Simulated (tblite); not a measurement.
# B19H14N19 ((5,2) BN nanotube piece): the cost of one run

Computed with tblite 0.8.0 and PySCF 2.14.0 and routines of our own; the level stands in each step. Atoms count from 0.

## (1) The starting structure

52 atoms, charge 0, multiplicity 1; geometry from: force field, distance geometry or constructed start.

## (2) Optimising the geometry with GFN2-xTB

Job settings and geometry (Å):

```
{"job": {"kind": "relax", "xc": "GFN2-xTB", "basis": "xTB"}, "charge": 0, "multiplicity": 1}
B      2.426000     0.593800    -0.879000
N      1.724100     1.799700    -1.232200
B      2.213100     1.155300     1.558900
N      1.246100     2.162600     1.203800
B      1.415500     2.049700    -2.613500
N      0.097200     2.489800    -2.967400
B      0.884400     2.331900    -0.184900
N     -0.495300     2.444600    -0.528000
B      0.303300     2.472000     2.253300
N     -1.071700     2.250700     1.907400
B     -0.886200     2.329000    -1.923200
N     -1.995800     1.494800    -2.269000
B     -1.419800     2.051600     0.519200
N     -2.291700     0.975600     0.163600
B     -1.868500     1.657400     2.949600
N     -2.463000     0.399400     2.607900
B     -2.420500     0.597500    -1.224400
N     -2.366200    -0.794200    -1.574200
B     -2.494000     0.000600     1.212500
N     -2.104600    -1.332900     0.864800
B     -2.210100    -1.156100    -2.963300
N     -1.247600    -2.159100    -3.312900
B     -1.862900    -1.650000    -0.522900
N     -0.697900    -2.400500    -0.878900
B     -1.415900    -2.050600     1.906700
N     -0.106400    -2.493500     1.560400
B     -0.299800    -2.474100    -2.269700
N      1.068400    -2.253300    -2.615700
B      0.301200    -2.476000     0.164300
N      1.578100    -1.932200    -0.178200
B      0.887900    -2.332000     2.600500
N      1.991500    -1.497800     2.253900
B      1.865400    -1.654500    -1.575100
N      2.463300    -0.402500    -1.917400
B      2.209100    -1.158100     0.858800
N      2.485900     0.201700     0.511300
B      2.420300    -0.597800     3.293200
N      2.366100     0.790900     2.946800
H      2.230800     1.894900    -3.444300
H     -0.133700     2.896400    -3.894500
H      0.628000     2.877700     3.304800
H     -2.449200     1.531200    -3.196300
H     -2.009400     2.153300     3.993200
H     -2.861800    -0.216700     3.335100
H     -2.860900    -0.645600    -3.789700
H     -1.232600    -2.622200    -4.247000
H     -1.892500    -2.260400     2.952500
H      1.459000    -2.501300    -3.545500
H      0.784600    -2.843700     3.649100
H      2.890600    -0.221300    -2.850100
H      2.783600    -0.979200     4.347800
H      2.443100     1.521700     3.684500
```

Command:

```bash
$ OMP_NUM_THREADS=4 python large_run.py task.json out
```

This one command runs all jobs of the session in turn.

**Question.** How long does this first job take on 4 threads of AMD EPYC 7R43, shared host, and how much memory does it need?

About 7 s, with a peak of 0.16 GiB.
